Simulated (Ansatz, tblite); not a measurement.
**(Br2Al-mu-H)3 (Al3H3Br6): rung by rung**

One table from this session's results is given with a row withheld; the runs are named, their logs left out.

Computed with Ansatz 0.2.0, Gaussian basis. Level: as each input shows.

Levels to be run: GFN1-xTB, GFN2-xTB, PBE-D4/def2-TZVP, r2SCAN-D4/def2-TZVP, HF/def2-TZVP, B97M-V/def2-TZVP, PBE-D4/def2-SVP, PBE0-D4/def2-SVP, HF/STO-3G, MP2/def2-SVP.

5 further runs of the same task are left out: 3 that didn't finish, 2 set aside as unsound or not needed.

### The relaxed structure

The geometry is that of the singlet, from an earlier relaxation (PBE-D4/def2-SVP).

12 atoms, charge 0, spin multiplicity 1.

Bond lengths: Al1–Br2 2.253 Å, Al1–Br3 2.250 Å, Al1–H4 1.707 Å, Al1–H12 1.710 Å, H4–Al5 1.707 Å, Al5–Br6 2.250 Å, Al5–Br7 2.253 Å, Al5–H8 1.709 Å, H8–Al9 1.704 Å, Al9–Br10 2.254 Å, Al9–Br11 2.250 Å, Al9–H12 1.705 Å. Angles: Br2–Al1–Br3 125.0°, Br2–Al1–H4 109.4°, Br2–Al1–H12 105.1°, Br3–Al1–H4 106.7°, Br3–Al1–H12 110.2°, H4–Al1–H12 97.0°, Al1–H4–Al5 137.6°, H4–Al5–Br6 106.6°, H4–Al5–Br7 109.3°, H4–Al5–H8 97.3°, Br6–Al5–Br7 125.3°, Br6–Al5–H8 110.0°, Br7–Al5–H8 104.9°, Al5–H8–Al9 132.1°, H8–Al9–Br10 107.5°, H8–Al9–Br11 106.7°, H8–Al9–H12 97.8°, Br10–Al9–Br11 126.6° and more.

PBE0-D4/def2-TZVP was run before; its log isn't repeated, and its numbers join the tables.

The first run:

Tight binding, by tblite at 300 K electronic temperature and without a spin-polarisation term:

```python
tblite.interface.Calculator('GFN1-xTB', numbers, positions, charge=0, uhf=0).singlepoint()
```

Tight binding, by tblite at 300 K electronic temperature and without a spin-polarisation term:

```python
tblite.interface.Calculator('GFN2-xTB', numbers, positions, charge=0, uhf=0).singlepoint()
```

start.molden holds the orbitals of an earlier run on this state, given as this run's starting guess.

The input, in.yaml:

```yaml
crystal:
  periodic: [false, false, false]
  atoms:
    - {symbol: Al, position_ang: [-1.393023, 0.731300, 0.913003]}
    - {symbol: Br, position_ang: [-1.345667, 2.979048, 1.056644]}
    - {symbol: Br, position_ang: [-2.939731, -0.591471, 1.873184]}
    - {symbol: H, position_ang: [0.131570, 0.103679, 1.356731]}
    - {symbol: Al, position_ang: [1.690897, -0.022303, 0.673220]}
    - {symbol: Br, position_ang: [2.592308, -1.920732, 1.477476]}
    - {symbol: Br, position_ang: [2.680223, 2.001620, 0.700990]}
    - {symbol: H, position_ang: [1.200100, -0.249892, -0.947477]}
    - {symbol: Al, position_ang: [-0.294772, -0.688829, -1.637289]}
    - {symbol: Br, position_ang: [-0.773841, -2.779964, -0.944568]}
    - {symbol: Br, position_ang: [-0.267895, 0.047606, -3.763314]}
    - {symbol: H, position_ang: [-1.280151, 0.389938, -0.758599]}
basis:
  gaussian: {orbitals: def2-TZVP, initial_orbitals: start.molden}
hamiltonian: {xc: pbe, dispersion: d4}
scf: {omitted_lower_state_checks: [starts]}
output: {forces: true, orbitals: {seedname: orbitals}}
```

The run is started by

```console
$ ansatz run in.yaml --threads 4 --pin off --events-out ev --progress --plain --max-ram 6963MiB
```

Among the steps run: PBE-D4/def2-TZVP; r2SCAN-D4/def2-TZVP; HF/def2-TZVP; B97M-V/def2-TZVP; PBE-D4/def2-SVP; PBE0-D4/def2-SVP; HF/STO-3G; MP2/def2-SVP.

One of the session's tables, all rows but one given; the rest of the session is left out.

It belongs to the step «Binding energy». 

```
              level  binding an atom (eV)
          HF/STO-3G                 3.373
        HF/def2-SVP                 2.248
       HF/def2-TZVP                 2.233
    PBE-D4/def2-SVP                 2.917
   PBE-D4/def2-TZVP                 2.896
r2SCAN-D4/def2-TZVP                     ?
   B97M-V/def2-TZVP                 2.955
   PBE0-D4/def2-SVP                 2.906
  PBE0-D4/def2-TZVP                 2.896
       MP2/def2-SVP                 2.823
```

Estimate the missing values for r2SCAN-D4/def2-TZVP.

As computed: binding an atom (eV): 2.968. In the column «binding an atom (eV)» it lies between B97M-V/def2-TZVP (2.955) and HF/STO-3G (3.373).

Caveats from the session: Free atoms were run apart at each level; binding is atoms less cluster, divided by the number of atoms, without zero-point or spin-orbit terms.
